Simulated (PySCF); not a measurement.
# InSH: relaxation and vibrations of the singlet

Aim: relax InSH as a singlet from a PBE0 minimum start, check by its vibrations whether the end is a minimum, and collect its spectrum and constants.

The runs use PySCF 2.14.0; PBE0, basis In def2-TZVP with ECP28, S def2-TZVP, H def2-TZVP, scalar-relativistic core potentials, no spin–orbit coupling, density fitting.

### Step 1. Where the work starts

3 atoms, charge 0, spin multiplicity 1.

Bond lengths: In1–S2 2.177 Å, In1–H3 1.677 Å. Angles: S2–In1–H3 180.0°.

```xyz
3
charge 0 multiplicity 1
In    0.0000    0.0000    0.4592
S     0.0000    0.0000   -1.7180
H     0.0000    0.0000    2.1359
```

### Step 2. First SCF at the start

The steps below are one call of a driver around PySCF. For each, scf.py gives the equivalent set-up of the SCF; relaxations use the driver's own optimiser. After this first run the driver tries any further starts and a stability analysis.

scf.py

```python
from pyscf import gto, scf, dft
mol = gto.M(atom='''
In    -0.000000    -0.000000     0.459248
S      0.000000    -0.000000    -1.718015
H      0.000000     0.000000     2.135922''',
    basis={'In': 'def2-TZVP', 'S': 'def2-TZVP', 'H': 'def2-TZVP'},
    ecp={'In': 'def2-TZVP'},
    charge=0, spin=0)
mf = dft.RKS(mol, xc='PBE0')
mf.grids.atom_grid = (50, 194)
aux = {'In': 'def2-universal-JKFIT', 'S': 'def2-universal-JKFIT', 'H': 'def2-universal-JKFIT'}
mf = mf.density_fit(auxbasis=aux)
mf.conv_tol = 1e-08
mf.diis_space = 10
mf.max_cycle = 60
mf.init_guess = 'minao'
mf.verbose = 4
mf.kernel()
```

The run is started by

```console
> OMP_NUM_THREADS=2 python axn.py task.json out
```

The runs that follow: PBE0 minimum start, singlet: relaxation; Vibrations and properties at this point.

**Question.** What will these runs give? Wanted: minimum; geometry; wavenumbers; dipole moment; highest occupied, lowest empty level; polar-tensor charge of In1; zero-point energy; atomisation energy.

As calculated:

```
                                 quantity                                      value
                                  minimum                               singlet, C∞v
                                 geometry  In–H 1.677 Å, In–S 2.177 Å; H–In–S 180.0°
                       wavenumbers (cm⁻¹)               437 (π), 497 (σ+), 1931 (σ+)
                            dipole moment                                     4.29 D
     highest occupied, lowest empty level                            -6.83, -1.62 eV
               polar-tensor charge of In1                                    +0.75 e
                        zero-point energy                                19.8 kJ/mol
                      entropy at 298.15 K                            250.1 J/(mol K)
atomisation energy (no zero-point energy)                                 584 kJ/mol
```

In words: The molecule stays C∞v, as typed, and the end point is a minimum. The strongest infrared band lies at 1931 cm⁻¹ (σ+, stretch). Other starts or spin states, not run here, may lie lower.
